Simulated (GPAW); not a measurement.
**Ti3Sn: single point with PBEsol**

Ti3Sn:

```
Sn Ti
1.0
     5.91218    0.00000    0.00000
    -2.95609    5.12010    0.00000
     0.00000    0.00000    4.75622
Sn Ti
2 6
Direct
  0.33333 0.66667 0.25000
  0.66667 0.33333 0.75000
  0.83575 0.16425 0.25000
  0.32850 0.16425 0.25000
  0.83575 0.67150 0.25000
  0.16425 0.83575 0.75000
  0.67150 0.83575 0.75000
  0.16425 0.32850 0.75000
```

The cell is a database's computed one.

```json
{
 "Program": "GPAW 26.7.0",
 "Task": "single point",
 "Functional": "PBEsol",
 "Potentials or basis": "PAW data sets generated in the run's folder for this functional",
 "Cutoff": "600 eV",
 "Basis": "pw",
 "k mesh": "5 × 5 × 6",
 "Occupations": "fermi-dirac, width 0.05 eV",
 "Spin": "no spin polarisation"
}
```

| Property | Result |
| --- | --- |
| Pressure | -4.6 GPa |
| Largest force | 0.040 eV/Å |
| Band gap on the k mesh | none (metal or under the smearing width) |

Forces in eV/Å, atoms in the order of the input:
```
Sn   0.000  0.000  0.000
Sn   0.000  0.000  0.000
Ti   0.035 -0.020  0.000
Ti  -0.035 -0.020  0.000
Ti   0.000  0.040  0.000
Ti  -0.035  0.020  0.000
Ti   0.035  0.020  0.000
Ti   0.000 -0.040  0.000
```

Stress tensor (GPa, compression positive):
```
-4.70  0.00  0.00
 0.00 -4.70  0.00
 0.00  0.00 -4.54
```

Levels at points of the mesh, in eV from the Fermi level:
```
           k point  band 46  band 47  band 48  band 49  band 50  band 51  band 52  band 53  band 54  band 55
(0.00, 0.00, 0.00)    -1.24    -0.97    -0.97    -0.94    -0.51     0.38     0.43     0.43     0.47     0.47
(0.00, 0.00, 0.50)    -1.22    -1.03    -1.03    -0.41    -0.41    -0.15    -0.15    -0.15    -0.15     1.46
```

It took 4.3 min on 1 thread of Arm Neoverse V2, with other jobs on the host, peak memory 0.4 GiB.
